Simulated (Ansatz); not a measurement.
BaZrO₃, space group Pm-3m: a scan of the energy under strain, run with the Ansatz DFT code, driven from Python.

The script, `strain.py`:
```python
"""A biaxial strain scan of BaZrO3."""

import ansatz as az
import matplotlib.pyplot as plt
import numpy as np

XC = "pbe"
SMEARING = "fermi_dirac"
SMEARING_WIDTH = 0.02
KGRID = (5, 5, 5)

VECTORS = np.array([
    [4.19134, 0.0, 0.0],
    [0.0, 4.19134, 0.0],
    [0.0, 0.0, 4.19134],
])
SITES = [
    ("Ba", (0.0, 0.0, 0.0)),
    ("Zr", (0.5, 0.5, 0.5)),
    ("O", (0.0, 0.5, 0.5)),
    ("O", (0.5, 0.0, 0.5)),
    ("O", (0.5, 0.5, 0.0)),
]


def on_lattice(cell):
    crystal = az.Crystal(lattice=az.Lattice.of(cell))
    for symbol, position in SITES:
        crystal = crystal.atom(symbol, position)
    return crystal

# clamped ions: the fractional positions stay as typed
values = np.linspace(-0.02, 0.02, 5)
energies = []
for d in values:
    strain = np.diag([d, d, 0])
    cell = VECTORS @ (np.eye(3) + strain)
    base = on_lattice(cell).calculation()
    base = base.functional(XC)
    base = base.basis(38 * az.Ry)
    base = base.occupations(SMEARING, width=SMEARING_WIDTH)
    base = base.kpoints(*KGRID)
    data = base.run(threads=1, pin="off").report
    energies.append(data["free_energy_ev"] / len(SITES))
    print(f"d = {d:+.4f}  F = {energies[-1]:.5f} eV/atom")
energies = np.array(energies)

for value, e in zip(values, energies):
    print(f"strain {value:7.3f}   E - Emin = {1000 * (e - energies.min()):9.3f} meV/atom")
plt.figure(figsize=(4.5, 3))
plt.plot(values, 1000 * (energies - energies.min()), "o-")
plt.xlabel("strain")
plt.ylabel("meV/atom")
plt.tight_layout()
plt.savefig("strain.png", dpi=100)
curvature = 2 * np.polyfit(values, energies, 3)[1]
volume = abs(np.linalg.det(VECTORS)) / len(SITES)
print(f"d2E/dd2 over the volume: {curvature / volume * 160.21766:.1f} GPa")
```

How much energy does this biaxial strain cost, and what curvature follows?

Against the unstrained cell the energy per atom changes by +31.00 meV at one end of the scan and -0.81 meV at the other, and its second derivative over the volume is 821.4 GPa.

The run itself:

```console
$ python strain.py
d = -0.0200  F = -2368.90624 eV/atom
d = -0.0100  F = -2368.92590 eV/atom
d = +0.0000  F = -2368.93724 eV/atom
d = +0.0100  F = -2368.94105 eV/atom
d = +0.0200  F = -2368.93805 eV/atom
strain  -0.020   E - Emin =    34.810 meV/atom
strain  -0.010   E - Emin =    15.150 meV/atom
strain   0.000   E - Emin =     3.810 meV/atom
strain   0.010   E - Emin =     0.000 meV/atom
strain   0.020   E - Emin =     3.000 meV/atom
d2E/dd2 over the volume: 821.4 GPa
```

Absolute energies stand on the zero of these potentials, so only differences at equal settings mean something. The run is spin-unpolarised. The curvature belongs to this strain pattern and to the cell's stress; it equals a single elastic constant only for simple patterns. The structure is a deposited one; some such entries were measured under pressure or heat, so a shift against it needn't be the functional's error alone. The ions keep their fractional positions (clamped ions). The whole script took 11 s on 1 thread of Arm Neoverse V1, on a shared host, peak memory 0.46 GiB.

(Lines on the test bed's own set-up are left out of the output.)
